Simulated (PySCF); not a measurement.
# RuHCl: structure of the quintet

Aim: relax RuHCl as a quintet from a linear start, check by its vibrations whether the end is a minimum, and collect its spectrum and constants.

The runs use PySCF 2.14.0; PBE0, basis Ru def2-TZVP with ECP28, H def2-TZVP, Cl def2-TZVP, scalar-relativistic core potentials, no spin–orbit coupling, density fitting.

## (1) Where the work starts

3 atoms, charge 0, spin multiplicity 5.

Bond lengths: Ru1–H2 1.570 Å, Ru1–Cl3 2.240 Å. Angles: H2–Ru1–Cl3 180.0°.

Z-matrix (Å, degrees; charge 0 multiplicity 5):
```
Ru
H  1 1.5700
Cl 1 2.2400 2 180.00
```

## (2) The SCF at the typed geometry

One driver script runs all steps and calls PySCF; scf.py shows how it sets up the SCF of each step. The optimiser is the driver's own. After this first run the driver tries any further starts and a stability analysis.

Contents of scf.py:

```python
from pyscf import gto, scf, dft
mol = gto.M(atom='''
Ru     0.000000     0.000000     0.000000
H      0.000000     0.000000    -1.570000
Cl     0.000000     0.000000     2.240000''',
    basis={'Ru': 'def2-TZVP', 'H': 'def2-TZVP', 'Cl': 'def2-TZVP'},
    ecp={'Ru': 'def2-TZVP'},
    charge=0, spin=4)
mf = dft.UKS(mol, xc='PBE0')
mf.grids.atom_grid = (50, 194)
aux = {'Ru': 'def2-universal-JKFIT', 'H': 'def2-universal-JKFIT', 'Cl': 'def2-universal-JKFIT'}
mf = mf.density_fit(auxbasis=aux)
mf.conv_tol = 1e-08
mf.diis_space = 10
mf.max_cycle = 60
mf.init_guess = 'minao'
mf.verbose = 4
mf.kernel()
```

Run with:

```sh
> OMP_NUM_THREADS=2 python axn.py task.json out
```

After this run come: Relaxation: linear start, quintet; Vibrations and properties at this point; Leaving the saddle point; Frequencies.

Before running it: what results should come out? Wanted: minimum; geometry; wavenumbers; dipole moment; highest occupied, lowest empty level; polar-tensor charge of Ru1; zero-point energy; atomisation energy; ⟨S²⟩.

As calculated:

| quantity | value |
| --- | --- |
| minimum | quintet, Cs |
| geometry | Ru–Cl 2.260 Å, Ru–H 1.674 Å; Cl–Ru–H 158.1° |
| wavenumbers (cm⁻¹) | 289 (a'), 381 (a'), 1863 (a') |
| dipole moment | 1.60 D |
| highest occupied, lowest empty level (either spin) | -7.52, -3.85 eV |
| polar-tensor charge of Ru1 | +0.96 e |
| zero-point energy | 15.2 kJ/mol |
| entropy at 298.15 K | 279.6 J/(mol K) |
| atomisation energy (no zero-point energy) | 599 kJ/mol |
| ⟨S²⟩ | 6.010 |

The linear start (C∞v) ends in a minimum of Cs symmetry, after a stop at a second-order saddle point 1.9 kJ/mol higher, from which it was pushed off along an imaginary mode. In the infrared the band at 1863 cm⁻¹ (a', stretch) leads. Most of the spin sits on Ru1 (Mulliken spin 3.79, against 4 for the whole molecule). Other starts or spin states, not run here, may lie lower. One determinant may miss the lowest occupation of an open d or f shell.
